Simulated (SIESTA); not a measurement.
Write an ASE script for SIESTA 5.4.2 that does the following.

- Task: relaxation of the atoms
- Functional: PBEsol
- Potentials or basis: PseudoDojo 0.4 standard (PBEsol files)
- Basis: DZP (energy shift 0.003 Ry; two zetas on semicore shells)
- Grid cutoff: 500 Ry
- Energy shift: 0.003 Ry
- k mesh: 9 × 9 × 1
- Occupations: fermi-dirac, width 0.05 eV
- Spin: no spin polarisation
- dipole correction: yes
- force tolerance: 0.01 eV/Å

Sheet: Sn, a sheet with vacuum.

```
Sn
1.0
     2.96705    0.00000    0.00000
     0.00000    2.96703    0.00000
     0.00000    0.00000   23.80000
Sn
1
Direct
  0.00000 0.00000 0.29412
```

The cell was built by a generator and needn't be a form met in nature.

The input as run:

run.py

```python
from ase import Atoms
from ase.calculators.siesta import Siesta
from ase.units import Ry, GPa
from ase.optimize import LBFGS

atoms = Atoms(
    ['Sn'],
    cell=[
        [2.96705, 0.0, 0.0],
        [0.0, 2.96703, 0.0],
        [0.0, 0.0, 23.8],
    ],
    scaled_positions=[
        [0.0, 0.0, 0.29412],
    ],
    pbc=True,
)

fdf = {
    'SCFMustConverge': False,
    'OccupationFunction': 'FD',
    'ElectronicTemperature': '0.05 eV',
    'Slab.DipoleCorrection': 'vacuum',
    'MaxSCFIterations': '120',
    'SCF.Mixer.Method': 'Pulay',
    'SCF.Mixer.Weight': '0.25',
    'SCF.Mixer.History': '8',
    'SCF.DM.Tolerance': '5.0e-05',
    'SCF.H.Tolerance': '1.0e-03 eV',
    'WriteForces': 'true',
    'Charge.Mulliken': 'end',
    'PAO.Basis': ['Sn.1 4', 'n=5 0 2', '  6.406 0.000', 'n=5 1 2', '  8.599 0.000', 'n=4 2 2', '  3.767 0.000', 'n=5 2 1', '  8.599'],
}
calc = Siesta(
    label="Sn",
    command="siesta < PREFIX.fdf > PREFIX.out",
    pseudo_path="pseudos",
    pseudo_qualifier="",
    xc=('GGA', 'PBEsol'),
    basis_set="DZP",
    mesh_cutoff=500 * Ry,
    energy_shift=0.003 * Ry,
    kpts=[9, 9, 1],
    spin="non-polarized",
    fdf_arguments=fdf,
)
atoms.calc = calc

opt = LBFGS(atoms, trajectory="relax.traj")
converged = opt.run(fmax=0.01, steps=40)
print("converged:", converged)
print("cell (A):", atoms.cell.cellpar().round(5))
print("scaled positions:")
print(atoms.get_scaled_positions().round(6))
print(f"energy = {atoms.get_potential_energy():.6f} eV")
free = atoms.get_potential_energy(force_consistent=True)
print(f"free energy = {free:.6f} eV")
print("forces (eV/A):")
print(atoms.get_forces(apply_constraint=False).round(6))
print("stress (GPa, Voigt order, tension positive):", (atoms.get_stress() / GPa).round(4))
```

Potentials or basis: PseudoDojo 0.4 standard (PBEsol files), DZP (energy shift 0.003 Ry; two zetas on semicore shells).

Launch:

```bash
$ python run.py
```

It gave:

```
Band gap on the k mesh : none (metal or under the smearing width)
```

Caveat: the relaxation stopped at its first step, so nothing moved; the basis of atomic orbitals isn't converged, which shifts pressures, moduli and gaps.

Run time: 10 s on 1 thread of Intel(R) Xeon(R) 6975P-C (Granite Rapids) (shared host), peak memory 0.27 GiB.
